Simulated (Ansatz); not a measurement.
Working through a table of relaxed lattice constants and trends of a series on the Cu3Au structure: CsLi3, CsK3, CsRb3

Program: the Ansatz DFT code, driven from Python.

The cells in order, each with its output:

```python
from dataclasses import dataclass
import warnings

import ansatz as az
import numpy as np
from tabulate import tabulate
```

```python
@dataclass(frozen=True)
class Options:
    functional: str = 'pbesol'
    cutoff_ev: int = 500
    kspacing: float = 0.16
    occupations: str = 'cold'
    width_ev: float = 0.1
```

```python
cfg = Options()


def cu3au(a_site, b_site, a):
    return (
        az.Lattice.cubic(a)
        .space_group(221)
        .atom(a_site, (0, 0, 0))
        .atom(b_site, (0, 0.5, 0.5))
    )
```

```python
def run_phase(name, crystal, relax=True):
    calc = (
        crystal.calculation()
        .functional(cfg.functional)
        .basis(cfg.cutoff_ev)
        .kpoints(spacing=cfg.kspacing)
        .occupations(cfg.occupations, width=cfg.width_ev)
        .stress()
        .band_table()
    )
    if relax:
        calc = calc.relax(force_tolerance=0.01, max_steps=40, cell=True)
    return calc.run(threads=1, pin='off')

def bulk_modulus(name, outcome, step=0.01):
    # B = -V dP/dV from the pressures of two uniformly scaled cells, atoms held at their fractions
    pressure = []
    for factor in (1 - step, 1.0, 1 + step):
        cell = az.Crystal(lattice=az.Lattice.of(outcome.lattice.cell_ang * factor ** (1 / 3)))
        for site in outcome.report['lattice']['sites']:
            cell = cell.atom(site['symbol'], site['position_frac'])
        pressure.append(np.trace(run_phase(name, cell, relax=False).report['stress_gpa']) / 3)
    slope, bend = (pressure[0] - pressure[2]) / (2 * step), abs(pressure[0] + pressure[2] - 2 * pressure[1])
    # a jump of mesh or basis between the cells shows as a kink: no modulus then
    return float(slope) if bend < 12 * step**2 * abs(slope) + 0.15 and abs(pressure[1]) < 1.5 else float('nan')
```

```python
def volume_per_atom(outcome):
    return abs(np.linalg.det(outcome.lattice.cell_ang)) / len(outcome.lattice.sites)
```

```python
# the lattice constants below are starting guesses
warnings.simplefilter('ignore')
```

```python
phases = {}
phases['CsLi3'] = cu3au('Cs', 'Li', 5.85)
phases['CsK3'] = cu3au('Cs', 'K', 7.03)
phases['CsRb3'] = cu3au('Cs', 'Rb', 7.3)
```

```python
done = {name: run_phase(name, crystal) for name, crystal in phases.items()}
```

```python
rows = [(name, float(np.linalg.norm(o.lattice.cell_ang[0])), volume_per_atom(o), bulk_modulus(name, o)) for name, o in done.items()]
print(tabulate(rows, headers=['compound', 'a (A)', 'V (A^3/atom)', 'B (GPa)'], floatfmt='.4f', tablefmt='rst'))
```

    ==========  =======  ==============  =========
    compound      a (A)    V (A^3/atom)    B (GPa)
    ==========  =======  ==============  =========
    CsLi3        5.3448         38.1713     5.4148
    CsK3         6.8440         80.1454     3.1390
    CsRb3        7.1544         91.5485     2.7186
    ==========  =======  ==============  =========

From smallest to largest: CsLi3 (38.17 Å³), CsK3 (80.15 Å³) and CsRb3 (91.55 Å³). The largest is 140 % above the smallest.

Notes:
- The bulk modulus is taken at fixed shape and positions, an upper value where these are free.
- Pressure is positive in compression.
- The cells are built on a prototype by substitution; a member may or may not take this structure in nature.
- Wall time of the script: 6.8 min on 1 thread of Arm Neoverse N1, with other jobs on the host, peak memory 0.72 GiB.
